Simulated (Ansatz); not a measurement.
# F₂GaH₄NSi: up Jacob's ladder to CCSD(T)

The task here is to estimate one member of a computed series from the others.

Method: functionals in def2-TZVPP, the program's frozen cores in correlated methods; program: Ansatz 0.2.0, Gaussian basis.

The runs, in order: LDA (SPW92), PBE-D4, revPBE-D4, BLYP-D4, r2SCAN-D4, B97M-V, PBE0-D4, B3LYP-D4, r2SCANh-D4, r2SCAN0-D4, HSE06-D4, BHLYP-D4, CAM-B3LYP-D4, LC-ωPBE, ωB97X-V, ωB97M-V, B2PLYP, PBE-QIDH; CCSD(T)/def2-SVP; CCSD(T)/def2-TZVPP; MP2/def2-QZVPP; extrapolation to the limit; RPA on PBE.

## The geometry

An earlier PBE0-D4 in a triple-zeta def2 set relaxation fixed the geometry.

SMILES `[NH2][Ga]([F])[SiH2]F`, 9 atoms, charge 0, spin multiplicity 1.

Atoms are counted from 1 here; the program's logs count them from 0.

Bond lengths: N1–Ga2 1.802 Å, N1–H6 1.005 Å, N1–H7 1.006 Å, Ga2–F3 1.766 Å, Ga2–Si4 2.397 Å, Si4–F5 1.608 Å, Si4–H8 1.485 Å, Si4–H9 1.485 Å. Angles: Ga2–N1–H6 124.4°, Ga2–N1–H7 122.8°, H6–N1–H7 112.8°, N1–Ga2–F3 111.9°, N1–Ga2–Si4 130.8°, F3–Ga2–Si4 117.3°, Ga2–Si4–F5 108.8°, Ga2–Si4–H8 111.5°, Ga2–Si4–H9 111.6°, F5–Si4–H8 107.9°, F5–Si4–H9 107.9°, H8–Si4–H9 109.0°.

Set-up of the first run:

The input, in.yaml:

```yaml
crystal:
  periodic: [false, false, false]
  atoms:
    - {symbol: N, position_ang: [1.489759, 0.659876, -1.328192]}
    - {symbol: Ga, position_ang: [0.622111, -0.451500, -0.205792]}
    - {symbol: F, position_ang: [1.459109, -1.997086, -0.032451]}
    - {symbol: Si, position_ang: [-1.407407, -0.155447, 1.035004]}
    - {symbol: F, position_ang: [-1.994768, 1.309095, 0.726592]}
    - {symbol: H, position_ang: [1.179151, 1.586762, -1.561437]}
    - {symbol: H, position_ang: [2.347908, 0.408566, -1.789602]}
    - {symbol: H, position_ang: [-2.435283, -1.152112, 0.641204]}
    - {symbol: H, position_ang: [-1.171882, -0.254455, 2.497776]}
basis:
  gaussian: {orbitals: def2-TZVPP}
hamiltonian: {xc: lda}
output: {orbitals: {seedname: orbitals}}
```

Started as:

```bash
ansatz run in.yaml --threads 4 --pin off --events-out ev --progress --plain --max-ram 10444MiB
```

Among the steps run: LDA; PBE-D4 (GGA); revPBE-D4 (GGA); BLYP-D4 (GGA); r2SCAN-D4 (meta-GGA); B97M-V (meta-GGA); PBE0-D4 (hybrid); B3LYP-D4 (hybrid); r2SCANh-D4 (hybrid); r2SCAN0-D4 (hybrid); HSE06-D4 (hybrid); BHLYP-D4 (hybrid); CAM-B3LYP-D4 (range-separated); LC-ωPBE (range-separated); ωB97X-V (range-separated); ωB97M-V (range-separated); B2PLYP (double hybrid); PBE-QIDH (double hybrid).

One table of the session follows, with a row left open; its other results are not shown here.

It belongs to the step «Orbital energies across the functionals». 

```
  functional  HOMO (eV)  gap (eV)
 LDA (SPW92)      -6.58      4.45
      PBE-D4      -6.38      4.48
   revPBE-D4      -6.30      4.51
     BLYP-D4      -6.25      4.45
   r2SCAN-D4      -6.67      4.93
      B97M-V      -6.72      4.83
     PBE0-D4      -7.76      6.59
    B3LYP-D4      -7.52      6.12
  r2SCANh-D4      -7.19      5.71
  r2SCAN0-D4      -7.97      6.89
    HSE06-D4      -7.35      5.81
    BHLYP-D4      -9.06      8.64
CAM-B3LYP-D4      -9.21      8.99
     LC-ωPBE     -10.65     11.55
     ωB97X-V          ?         ?
     ωB97M-V     -10.14     10.72
```

Q: Estimate the row for ωB97X-V from the others.

The run gave: HOMO (eV): -10.24; gap (eV): 11.02. In the column «HOMO (eV)» it lies between LC-ωPBE (-10.65) and ωB97M-V (-10.14).
